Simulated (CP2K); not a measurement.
# GFN1-xTB run of C3H8F2Si (SMILES CC[Si](C)(F)F)

What is the energy difference between two shapes of C3H8F2Si at GFN1-xTB? 

Program for the calculation: CP2K 2026.2.

1 further run of the same task is left out (it didn't finish).

### Step 1. The structure to begin with

C3H8F2Si has 14 atoms, charge 0, and is taken as a singlet. As SMILES, `CC[Si](C)(F)F`. Geometry: a rough force-field guess. This is one conformer, not always the lowest.

Bond lengths: C1–C2 1.504 Å, C2–Si3 1.842 Å, Si3–C4 1.881 Å, Si3–F5 1.622 Å, Si3–F6 1.590 Å, C1–H7 1.105 Å, C1–H8 1.140 Å, C1–H9 1.018 Å, C2–H10 1.083 Å, C2–H11 1.105 Å, C4–H12 1.130 Å, C4–H13 1.031 Å, C4–H14 1.011 Å. Some angles: C1–C2–Si3 113.7°, C2–Si3–C4 114.2°, C2–Si3–F5 108.2°, C2–Si3–F6 110.0°, C4–Si3–F5 104.7°, C4–Si3–F6 110.8°, F5–Si3–F6 108.7°, C1–C2–H10 108.9°, C1–C2–H11 111.1°, Si3–C2–H10 108.3°.

### Step 2. Energy and forces at GFN1-xTB

Input file run.inp:

```
&GLOBAL
  PROJECT run
  RUN_TYPE ENERGY_FORCE
  PRINT_LEVEL MEDIUM
&END GLOBAL
&FORCE_EVAL
  METHOD Quickstep
  &DFT
    &QS
      METHOD XTB
      EPS_DEFAULT 1.0E-10
      &XTB
        GFN_TYPE 1
        CHECK_ATOMIC_CHARGES F
      &END XTB
    &END QS
    &POISSON
      PERIODIC NONE
      POISSON_SOLVER ANALYTIC
    &END POISSON
    &SCF
      SCF_GUESS ATOMIC
      EPS_SCF 1.0E-07
      MAX_SCF 150
      ADDED_MOS 4
      &DIAGONALIZATION
        ALGORITHM STANDARD
      &END DIAGONALIZATION
      &MIXING
        METHOD BROYDEN_MIXING
        ALPHA 0.2
        NBUFFER 8
      &END MIXING
      &SMEAR ON
        METHOD FERMI_DIRAC
        ELECTRONIC_TEMPERATURE [K] 300
      &END SMEAR
    &END SCF
    &PRINT
      &MOMENTS
        PERIODIC F
        REFERENCE COM
        MAX_MOMENT 1
      &END MOMENTS
      &MO ON
        ENERGIES T
        OCCUPATION_NUMBERS T
        NDIGITS 6
        &EACH
          QS_SCF 0
        &END EACH
        ADD_LAST NUMERIC
      &END MO
      &HIRSHFELD OFF
      &END HIRSHFELD
    &END PRINT
  &END DFT
  &SUBSYS
    &CELL
      ABC 20.2 20 20.2
      PERIODIC NONE
    &END CELL
    &COORD
      UNIT bohr
      C     -2.6471284     0.1823586    -2.1478627
      C     -0.5720201     1.8649707    -1.1776773
      Si     0.8883603     0.7309461     1.7706734
      C      2.5267528    -2.4092118     1.4711518
      F      3.1091664     2.6924818     2.5550987
      F     -1.1559455     0.6636718     3.9710705
      H     -4.2256166     0.1428633    -0.7823466
      H     -3.4334434     1.1351585    -3.9132449
      H     -2.1106351    -1.6245975    -2.5369573
      H      0.8896831     2.0067002    -2.6042316
      H     -1.2785887     3.7962708    -0.8188183
      H      1.0062792    -3.8389786     1.0202631
      H      3.1932592    -2.9714054     3.2138572
      H      3.7849325    -2.4264083     0.0334482
    &END COORD
    &TOPOLOGY
      &CENTER_COORDINATES
      &END CENTER_COORDINATES
    &END TOPOLOGY
  &END SUBSYS
  &PRINT
    &FORCES ON
    &END FORCES
  &END PRINT
&END FORCE_EVAL
```

Launch:

```bash
$ OMP_NUM_THREADS=1 cp2k.psmp -i run.inp -o run.out
```

The program printed:

```text
CP2K| version string:                                       CP2K version 2026.2
[...]
 GLOBAL| Method name                                                        CP2K
[...]
 GLOBAL| Run type                                                   ENERGY_FORCE
[...]
                             - Atoms:                                         14
[...]
                             - Spherical basis functions:                     45
[...]
 Number of electrons:                                                         38
[...]
     1 NoMix/Diag. 0.20E+00    0.0     0.65152050       -22.8297562394 -2.28E+01
[...]
    64 Broy./Diag. 0.20E+00    0.0     0.00000009       -22.9337650089 -2.56E-10
  *** SCF run converged in    64 steps ***
[...]
  Fermi energy:                                                -0.18372045337182
[...]
 TB_DIPOLE| Moment [Debye]         -0.18416335      -1.22525112      -1.73485490
 TB_DIPOLE| Derivative [a.u.]       0.00000000       0.00000000       0.00000000
[...]
 ENERGY| Total FORCE_EVAL ( QS ) energy [hartree]            -22.933765025021849
 FORCES| Atomic forces [hartree/bohr]
 FORCES|   Atom     x               y               z               |f|
 FORCES|      1 -5.25740400E-02  6.39326631E-02 -1.30711855E-02   8.37989915E-02
 FORCES|      2  5.08909410E-03  1.49944759E-02  4.10284898E-03   1.63574618E-02
 FORCES|      3  2.22424022E-02  8.26993193E-03  2.59517121E-02   3.51654317E-02
 FORCES|      4 -8.30087914E-02 -1.91003366E-03  7.37557713E-03   8.33577040E-02
 FORCES|      5 -1.22518895E-02 -5.79671486E-03 -9.32655768E-04   1.35860423E-02
 FORCES|      6  2.66072439E-03  3.62122130E-04 -2.39622999E-04   2.69592394E-03
 FORCES|      7  4.74351806E-03 -1.97811515E-03 -4.27656954E-03   6.68602649E-03
 FORCES|      8  6.53237390E-03 -1.66214101E-02  1.64463126E-02   2.42780638E-02
 FORCES|      9  1.78593378E-02 -5.02093172E-02 -1.24151782E-02   5.47180787E-02
 FORCES|     10  3.99569914E-03  5.17655619E-03 -1.01026297E-02   1.20343456E-02
 FORCES|     11 -2.01755349E-03 -2.08776186E-03 -7.99039493E-03   8.50151062E-03
 FORCES|     12  1.42583083E-02  7.57706655E-03  3.79803358E-04   1.61510229E-02
 FORCES|     13  2.59346106E-02 -1.56371725E-02  3.61337601E-02   4.71463022E-02
[...]
```

Run time: 0.36 s. Hardware: 1 thread of Arm Neoverse V2, shared host.

### Step 3. The distorted shape

Input file molecule.inp:

```
&global
   project_name molecule
   run_type ENERGY_FORCE
   print_level MEDIUM
&end

&force_eval
   method QUICKSTEP
   &dft
      charge 0
      multiplicity 1
      ! Quickstep
      &qs
         method XTB
         eps_default 1.0E-10
         &xtb
            gfn_type 1
            check_atomic_charges F
         &end
      &end
      ! isolated system
      &poisson
         periodic NONE
         poisson_solver ANALYTIC
      &end
      ! self-consistent field
      &scf
         scf_guess ATOMIC
         eps_scf 1.0E-07
         max_scf 150
         added_mos 4
         &diagonalization
            algorithm STANDARD
         &end
         &mixing
            method BROYDEN_MIXING
            alpha 0.2
            nbuffer 8
         &end
         &smear ON
            method FERMI_DIRAC
            electronic_temperature [K] 300
         &end
      &end
      &print
         &moments
            periodic F
            reference COM
            max_moment 1
         &end
         &mo ON
            energies T
            occupation_numbers T
            ndigits 6
            &each
               qs_scf 0
            &end
            add_last NUMERIC
         &end
         &hirshfeld OFF
         &end
      &end
   &end
   &subsys
      ! vacuum box
      &cell
         abc [angstrom] 20.2 20 20.2
         periodic NONE
      &end
      &coord
         UNIT bohr
         C     -2.6006298     0.1364533    -2.1742471
         C     -0.5338401     1.9054297    -1.1718003
         Si     0.9390767     0.7318361     1.7579895
         C      2.5209854    -2.4229105     1.5029332
         F      3.1121125     2.6361812     2.5433767
         F     -1.1517748     0.6762574     4.0140240
         H     -4.1893206     0.1001744    -0.8621422
         H     -3.4960992     1.1699276    -3.8578759
         H     -2.1311367    -1.6087919    -2.5043161
         H      0.9063882     1.9730517    -2.5435203
         H     -1.3165212     3.7365328    -0.8834678
         H      0.9604268    -3.8252781     0.9502545
         H      3.1750252    -3.0724471     3.2007614
         H      3.7510761    -2.4064755     0.0246099
      &end
      &topology
         &center_coordinates
         &end
      &end
   &end
   ! extra output
   &print
      &forces ON
      &end
   &end
&end
```

Launch:

```bash
$ OMP_NUM_THREADS=1 cp2k.psmp molecule.inp > molecule.out
```

The program printed:

```text
CP2K| version string:                                       CP2K version 2026.2
[...]
 GLOBAL| Method name                                                        CP2K
[...]
 GLOBAL| Run type                                                   ENERGY_FORCE
[...]
                             - Atoms:                                         14
[...]
                             - Spherical basis functions:                     45
[...]
 Number of electrons:                                                         38
[...]
     1 NoMix/Diag. 0.20E+00    0.0     0.64797187       -22.8174422076 -2.28E+01
[...]
    43 Broy./Diag. 0.20E+00    0.0     0.00000001       -22.9218007831  3.69E-07
  *** SCF run converged in    43 steps ***
[...]
  Fermi energy:                                                -0.18600516156154
[...]
 TB_DIPOLE| Moment [Debye]          0.03258103      -1.16588179      -1.86852255
 TB_DIPOLE| Derivative [a.u.]       0.00000000       0.00000000       0.00000000
[...]
 ENERGY| Total FORCE_EVAL ( QS ) energy [hartree]            -22.921800663363694
 FORCES| Atomic forces [hartree/bohr]
 FORCES|   Atom     x               y               z               |f|
 FORCES|      1 -6.17245780E-02  1.23790681E-01 -1.40316586E-03   1.38333022E-01
 FORCES|      2 -1.29437543E-02 -2.19087943E-02  8.64415297E-03   2.68748474E-02
 FORCES|      3 -3.84918346E-03  7.24276091E-04  3.71087205E-02   3.73148486E-02
 FORCES|      4 -8.65322707E-02 -4.82352130E-03 -1.06122917E-02   8.73139219E-02
 FORCES|      5  1.25988476E-03  6.13616488E-03  3.89571189E-03   7.37674726E-03
 FORCES|      6  1.31532623E-02  7.33824724E-04 -1.22152198E-02   1.79654781E-02
 FORCES|      7 -4.43397691E-04 -1.54971214E-03  7.52626875E-03   7.69694294E-03
 FORCES|      8  1.51243862E-02 -2.18650232E-02  1.26311630E-02   2.94342075E-02
 FORCES|      9  3.35277280E-02 -9.68880228E-02 -2.58913016E-02   1.05743827E-01
 FORCES|     10  1.90196058E-02  9.03261052E-03 -2.55700562E-02   3.31234242E-02
 FORCES|     11 -7.37676519E-03  2.00604699E-02 -3.63844920E-03   2.16812691E-02
 FORCES|     12  1.93747581E-02  1.17970975E-02  5.04240942E-03   2.32374408E-02
 FORCES|     13  2.75154179E-02 -1.90648501E-02  4.12332283E-02   5.31106943E-02
[...]
```

Run time: 0.34 s. Hardware: 1 thread of Arm Neoverse V2, shared host.

### Step 4. Summary of results

Level: GFN1-xTB.

```
                                                  quantity          value
                                 first shape: total energy   -22.93377 Eh
    first shape: dipole moment (from atomic charges alone)         2.13 D
                                  first shape: HOMO energy      -11.51 eV
                                  first shape: LUMO energy       -4.12 eV
                                first shape: HOMO–LUMO gap        7.39 eV
                            first shape: dispersion energy  -12.50 kJ/mol
                     first shape: largest force on an atom     4.309 eV/Å
                             distorted shape: total energy   -22.92180 Eh
distorted shape: dipole moment (from atomic charges alone)         2.20 D
                              distorted shape: HOMO energy      -11.56 eV
                              distorted shape: LUMO energy       -4.18 eV
                            distorted shape: HOMO–LUMO gap        7.37 eV
                        distorted shape: dispersion energy  -12.51 kJ/mol
                 distorted shape: largest force on an atom     7.113 eV/Å
                    energy change with the atoms displaced       0.326 eV
```

With the atoms displaced the energy rises by 0.33 eV (7.5 kcal/mol). The first shape isn't relaxed at this level, so the change isn't measured from a minimum. The largest force (first shape) is 4.31 eV/Å: the shape isn't a stationary point for this species at this level. The dipole (first shape) comes from point charges on the atoms alone, without atomic dipoles, so it is partial. The dipole (distorted shape) comes from point charges on the atoms alone, without atomic dipoles, so it is partial.
